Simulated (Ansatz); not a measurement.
# Cs3LaF2: the cost of one run

Method: DFT PBE, scalar-relativistic, plane waves, PAW, in Ansatz 0.2.0.

2 further runs of the same task are left out: 1 that didn't finish, 1 set aside as unsound or not needed.

## Step 1: The system as given

The structure is tetragonal, space group P4/mmm (No. 123). The conventional cell has a = 5.922 Å, b = 5.922 Å, c = 5.872 Å, α = 90.00°, β = 90.00°, γ = 90.00°. Around Cs (site symmetry mmm) lie 2 La at 2.96 Å and 2 F at 2.96 Å. Cs (site symmetry 4/mmm) is surrounded by 2 La at 2.94 Å. La (site symmetry 4/mmm) is surrounded by 6 Cs at 2.94 to 2.96 Å. F (site symmetry 4/mmm) has 2 F at 2.94 Å in its first shell of neighbours. Around F (site symmetry 4/mmm) lie 2 F at 2.94 Å and 4 Cs at 2.96 Å.

Coordinates:

```xyz
6
Lattice="5.9216 0.0000 0.0000 0.0000 5.9216 0.0000 0.0000 0.0000 5.8724" Properties=species:S:1:pos:R:3 pbc="T T T"
Cs    0.0000    2.9608    0.0000
Cs    2.9608    0.0000    0.0000
Cs    2.9608    2.9608    2.9362
La    2.9608    2.9608    0.0000
F     0.0000    0.0000    2.9362
F     0.0000    0.0000    0.0000
```

Recipe of the guess: random cell by space group and Wyckoff sites (P4/mmm, No. 123). Lengths come from tabulated atomic sizes and are only a guess.

## Step 2: Probe: one point on a coarse mesh

The input, input.yaml:

```yaml
crystal:
  lattice:
    - [5.92164991, 0.0, 0.0]
    - [0.0, 5.92164991, 0.0]
    - [0.0, 0.0, 5.87236843]
  atoms:
    - { symbol: Cs, position: [0.0, 0.5, 0.0] }
    - { symbol: Cs, position: [0.5, 0.0, 0.0] }
    - { symbol: Cs, position: [0.5, 0.5, 0.5] }
    - { symbol: La, position: [0.5, 0.5, 0.0] }
    - { symbol: F, position: [0.0, 0.0, 0.5] }
    - { symbol: F, position: [0.0, 0.0, 0.0] }
basis:
  ecutwfc: 420
kpoints:
  mp_grid: { grid: [4, 4, 4] }
hamiltonian:
  xc: pbe
scf:
  occupations: { method: gaussian, width: 0.1 }
  lower_state_search: "off"
output:
  forces: true
  stress: true
  eigenvalues: true
```

Started as:

```console
ansatz run input.yaml --threads 1 --pin off --max-ram 2560MiB --backend cpu --events-out ev --progress --plain --runs-dir out
```

What time and memory should one allow on 1 thread of Intel Xeon Platinum 8223CL at 3.00GHz (Skylake/Cascade Lake), shared host?

About 12 s, with a peak of 0.53 GiB.
